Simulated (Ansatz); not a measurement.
**Cl₂H₅NO₂Si₂: one species, many methods**

An exercise on one series of results from a longer session: the logs are not shown, and one member is left open.

Method: functionals in def2-TZVPP, the program's frozen cores in correlated methods; program: Ansatz 0.2.0, Gaussian basis.

Plan: PBE-D4, r2SCAN-D4, PBE0-D4, B3LYP-D4, ωB97X-V, ωB97M-V, B2PLYP; CCSD(T)/def2-TZVPP; MP2/def2-QZVPP; extrapolation to the limit.

## Structure used throughout

All runs share one geometry, relaxed beforehand with PBE0-D4 in a triple-zeta def2 set.

SMILES `O[SiH](O)N[SiH](Cl)Cl`, 12 atoms, charge 0, spin multiplicity 1.

Atoms are counted from 1 here; the program's logs count them from 0.

Bond lengths: O1–Si2 1.633 Å, O1–H8 0.958 Å, Si2–O3 1.638 Å, Si2–N4 1.726 Å, Si2–H9 1.479 Å, O3–H10 0.959 Å, N4–Si5 1.694 Å, N4–H11 1.012 Å, Si5–Cl6 2.044 Å, Si5–Cl7 2.054 Å, Si5–H12 1.472 Å. Angles: Si2–O1–H8 116.6°, O1–Si2–O3 106.2°, O1–Si2–N4 104.1°, O1–Si2–H9 113.7°, O3–Si2–N4 115.2°, O3–Si2–H9 109.3°, N4–Si2–H9 108.4°, Si2–O3–H10 117.6°, Si2–N4–Si5 129.2°, Si2–N4–H11 114.1°, Si5–N4–H11 116.2°, N4–Si5–Cl6 110.2°, N4–Si5–Cl7 107.2°, N4–Si5–H12 116.2°, Cl6–Si5–Cl7 110.1°, Cl6–Si5–H12 106.5°, Cl7–Si5–H12 106.6°.

The first run:

Contents of in.yaml:

```yaml
crystal:
  periodic: [false, false, false]
  atoms:
    - {symbol: O, position_ang: [-1.707544, 1.022389, 1.541185]}
    - {symbol: Si, position_ang: [-0.532924, 0.949018, 0.409563]}
    - {symbol: O, position_ang: [0.774166, 1.692341, 1.058337]}
    - {symbol: N, position_ang: [-0.343400, -0.739334, 0.107531]}
    - {symbol: Si, position_ang: [0.500340, -1.516075, -1.139637]}
    - {symbol: Cl, position_ang: [1.592338, -3.072895, -0.390113]}
    - {symbol: Cl, position_ang: [1.748128, -0.121603, -1.987600]}
    - {symbol: H, position_ang: [-1.672806, 1.763820, 2.147283]}
    - {symbol: H, position_ang: [-0.892071, 1.612457, -0.862408]}
    - {symbol: H, position_ang: [1.541586, 1.811816, 0.496269]}
    - {symbol: H, position_ang: [-0.689110, -1.333373, 0.850983]}
    - {symbol: H, position_ang: [-0.318693, -2.068561, -2.231412]}
basis:
  gaussian: {orbitals: def2-TZVPP}
hamiltonian: {xc: pbe, dispersion: d4}
output: {forces: true, orbitals: {seedname: orbitals}}
```

On the command line:

```console
$ ansatz run in.yaml --threads 2 --pin off --events-out ev --progress --plain --max-ram 22528MiB --backend cuda --devices 0, --max-vram 18GiB
```

Steps of the session up to this table: PBE-D4 (GGA); r2SCAN-D4 (meta-GGA); PBE0-D4 (hybrid); B3LYP-D4 (hybrid); ωB97X-V (range-separated); ωB97M-V (range-separated); B2PLYP (double hybrid); CCSD(T) in def2-TZVPP; MP2 in def2-QZVPP.

One of the session's tables, all rows but one given; the rest of the session is left out.

```
            method  atomisation energy (eV)
            PBE-D4                   46.687
         r2SCAN-D4                   46.317
           PBE0-D4                   45.838
          B3LYP-D4                   45.931
           ωB97X-V                   46.520
           ωB97M-V                   46.569
            B2PLYP                   45.538
     HF/def2-TZVPP                        ?
    MP2/def2-TZVPP                   46.216
   CCSD/def2-TZVPP                   44.071
CCSD(T)/def2-TZVPP                   44.851
           MP2/CBS                   47.890
       CCSD(T)/CBS                   46.525
```

Q: Estimate the row for HF/def2-TZVPP from the others.

The run gave: atomisation energy (eV): 32.840. In the column «atomisation energy (eV)» it is the lowest.

To keep in mind: Free atoms (2 O, 2 Si, 1 N, 2 Cl, 5 H) were run apart at each level; the atomisation energy is their sum less the molecule, without zero-point or spin-orbit terms.
